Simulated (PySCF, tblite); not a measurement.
# C₆H₈BrFSi: geometry, infrared bands and NMR shifts

Aim: predict the infrared bands and NMR shifts of C₆H₈BrFSi (`CC#C[SiH2][C@@H]1C[C@@]1(F)Br`).

Programs: tblite 0.8.0 and PySCF 2.14.0, with density-fitted response routines of our own. Each step states its level of theory. These are calculated values for one molecule in the gas phase, unless marked as measured. Atoms are numbered from 0 throughout.

### Step 1. The molecule as given

17 atoms, charge 0, multiplicity 1; geometry from: force field or distance geometry start.

Bonds of the start (Å): C0–C1 1.45, C1–C2 1.22, C2–Si3 1.86, Si3–C4 1.85, C4–C5 1.51, C5–C6 1.51, C6–F7 1.39, C6–Br8 1.91, C6–C4 1.50, C0–H9 1.09, C0–H10 1.10, C0–H11 1.10, Si3–H12 1.48, Si3–H13 1.49, C4–H14 1.09, C5–H15 1.08, C5–H16 1.08.

### Step 2. Optimising the geometry with GFN2-xTB

What the job is given:

```
{"job": {"kind": "relax", "xc": "GFN2-xTB", "basis": "xTB"}, "charge": 0, "multiplicity": 1}
C     -3.967300     0.185800     0.051400
C     -2.574800    -0.150600     0.259200
C     -1.407100    -0.442900     0.450800
Si     0.385900    -0.870600     0.715200
C      1.503500     0.475400     0.099000
C      2.033300     0.413800    -1.317000
C      2.945300     0.144000    -0.150400
F      3.346800    -1.177100     0.001500
Br     4.268400     1.440700     0.297900
H     -4.331500    -0.199700    -0.904400
H     -4.608700    -0.236900     0.838500
H     -4.119000     1.270800     0.054400
H      0.678000    -2.154300     0.039000
H      0.630400    -1.071500     2.172700
H      1.261000     1.461400     0.495600
H      2.150100     1.348000    -1.843300
H      1.798900    -0.424500    -1.950700
```

Run with:

```
$ OMP_NUM_THREADS=1 python probes_run.py task.json out
```

One launch serves the whole session: the jobs run in the order shown.

**Question.** This job is followed by: GFN2-xTB harmonic vibrations, gas phase; GIAO PBE0/pcSseg-1 NMR shielding, non-relativistic, gas phase. What will the session give for the following? strongest single infrared mode (GFN2-xTB); zero-point energy (GFN2-xTB); 13C shifts against TMS (PBE0/pcSseg-1); 1H shifts against TMS (PBE0/pcSseg-1, means over atoms taken as alike); 29Si shifts against TMS (PBE0/pcSseg-1); 19F shifts against CFCl3 (PBE0/pcSseg-1); 79Br shifts against HBr (PBE0/pcSseg-1); surface potential, 1st and 99th percentile.

**Answer**, as computed:

| quantity | value |
| --- | --- |
| strongest single infrared mode (GFN2-xTB) | 723 cm⁻¹, 458 km/mol |
| zero-point energy (GFN2-xTB) | 72.1 kcal/mol |
| 13C shifts against TMS (PBE0/pcSseg-1) | 115.9, 107.2, 80.1, 24.7, 21.3, 6.0 ppm |
| 1H shifts against TMS (PBE0/pcSseg-1, means over atoms taken as alike) | 4.80, 4.11, 2.12, 1.51, 1.45, 1.04 ppm |
| 29Si shifts against TMS (PBE0/pcSseg-1) | -64.8 ppm |
| 19F shifts against CFCl3 (PBE0/pcSseg-1) | -154.9 ppm |
| 79Br shifts against HBr (PBE0/pcSseg-1) | 691 ppm |
| surface potential, 1st and 99th percentile | -0.84 V and 1.06 V |

**Reading.** The optimisation took 62 steps and gained 0.159 eV; among the close pairs (by a distance rule), Si3–C4 changed most, from 1.855 to 1.900 Å. The lowest mode is imaginary (28i cm⁻¹), so the xTB geometry is not a minimum. The strongest single mode, at 723 cm⁻¹, moves mainly H12 and H13. Unscaled tight-binding wavenumbers are off by several per cent, some by more. Its intensities can rank the bands wrongly. C6 stands next to heavy halogen, whose spin-orbit shielding this run leaves out, so the computed shift lies too far downfield, most of all for carbon beside Br or I. At PBE0/pcSseg-1: The widest tensor belongs to Br8: span 1973 ppm, with a paramagnetic part of -1191 ppm. By nearest atom (PBE0/pcSseg-1), the HOMO sits on Br8 36 %; C1, C2 about 13 % each and the LUMO on Br8 35 %; C6 24 %. Spin-orbit coupling is left out, which matters for shieldings and couplings at and beside the heavy atoms.
